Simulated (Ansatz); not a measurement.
# CH₃AlSe: taking an electron away

One table from this session's results is given with a row withheld; the runs are named, their logs left out.

Program: Ansatz 0.2.0, Gaussian basis. Level of theory: unrestricted cation, the program's frozen cores in correlated methods. These are calculated values, not measurements.

The runs, in order: UKS PBE-D4/def2-TZVPP; UKS r2SCAN-D4/def2-TZVPP; UKS PBE0-D4/def2-TZVPP; UKS B3LYP-D4/def2-TZVPP; UKS wB97X-V/def2-TZVPP; UKS wB97M-V/def2-TZVPP; UKS B2PLYP/def2-TZVPP; UHF-CCSD(T)/def2-TZVPP; UHF-MP2/def2-QZVPP; extrapolation to the limit; then −ε(HOMO) from the neutral's earlier runs with LDA (SPW92), PBE-D4, revPBE-D4, BLYP-D4, r2SCAN-D4, B97M-V, PBE0-D4, B3LYP-D4, r2SCANh-D4, r2SCAN0-D4, HSE06-D4, BHLYP-D4, CAM-B3LYP-D4, LC-ωPBE, ωB97X-V, ωB97M-V.

**The geometry**

The geometry comes from an earlier relaxation with PBE0-D4 in a triple-zeta def2 set; it is a stationary point.

SMILES `[CH2]1[AlH][Se]1`, 6 atoms, charge 0, spin multiplicity 1.

Atoms are counted from 1 here; the program's logs count them from 0.

Bond lengths: C1–Al2 1.915 Å, C1–Se3 2.069 Å, C1–H4 1.087 Å, C1–H5 1.087 Å, Al2–Se3 2.242 Å, Al2–H6 1.569 Å. Angles: Al2–C1–Se3 68.4°, Al2–C1–H4 122.8°, Al2–C1–H5 122.8°, Se3–C1–H4 109.8°, Se3–C1–H5 109.8°, H4–C1–H5 111.6°, C1–Al2–Se3 59.1°, C1–Al2–H6 151.8°, Se3–Al2–H6 149.1°, C1–Se3–Al2 52.6°.

The first run:

Contents of in.yaml:

```yaml
crystal:
  periodic: [false, false, false]
  atoms:
    - {symbol: C, position_ang: [-0.227686, -0.087816, -0.781809]}
    - {symbol: Al, position_ang: [0.242398, 0.419069, 1.004567]}
    - {symbol: Se, position_ang: [0.476865, -1.699227, 0.308613]}
    - {symbol: H, position_ang: [-1.253080, -0.271744, -1.090942]}
    - {symbol: H, position_ang: [0.421033, 0.091988, -1.634821]}
    - {symbol: H, position_ang: [0.382568, 1.483729, 2.148192]}
basis:
  gaussian: {orbitals: def2-TZVPP}
total_charge: 1
magnetization: {spin_polarized: true, initial_magnetization: 1}
hamiltonian: {xc: pbe, dispersion: d4}
```

Started as:

```
$ ansatz run in.yaml --threads 2 --pin off --events-out ev --progress --plain --max-ram 4352MiB
```

Among the steps run: Cation, UKS PBE-D4/def2-TZVPP; Cation, UKS r2SCAN-D4/def2-TZVPP; Cation, UKS PBE0-D4/def2-TZVPP; Cation, UKS B3LYP-D4/def2-TZVPP; Cation, UKS wB97X-V/def2-TZVPP; Cation, UKS wB97M-V/def2-TZVPP; Cation, UKS B2PLYP (frozen core)/def2-TZVPP; Cation, UHF-CCSD(T)/def2-TZVPP; Cation, UHF-MP2/def2-QZVPP.

One table of the session follows, with a row left open; its other results are not shown here.

For comparison, −ε(HOMO) of the neutral from earlier runs:

```
  functional  −ε(HOMO) (eV)
 LDA (SPW92)           5.75
      PBE-D4              ?
   revPBE-D4           5.56
     BLYP-D4           5.42
   r2SCAN-D4           5.82
      B97M-V           5.86
     PBE0-D4           6.65
    B3LYP-D4           6.41
  r2SCANh-D4           6.21
  r2SCAN0-D4           6.79
    HSE06-D4           6.26
    BHLYP-D4           7.53
CAM-B3LYP-D4           7.86
     LC-ωPBE           9.20
     ωB97X-V           8.86
     ωB97M-V           8.74
```

Q: Estimate the row for PBE-D4 from the others.

**Answer.** −ε(HOMO) (eV): 5.61. In the column «−ε(HOMO) (eV)» it lies between revPBE-D4 (5.56) and LDA (SPW92) (5.75).
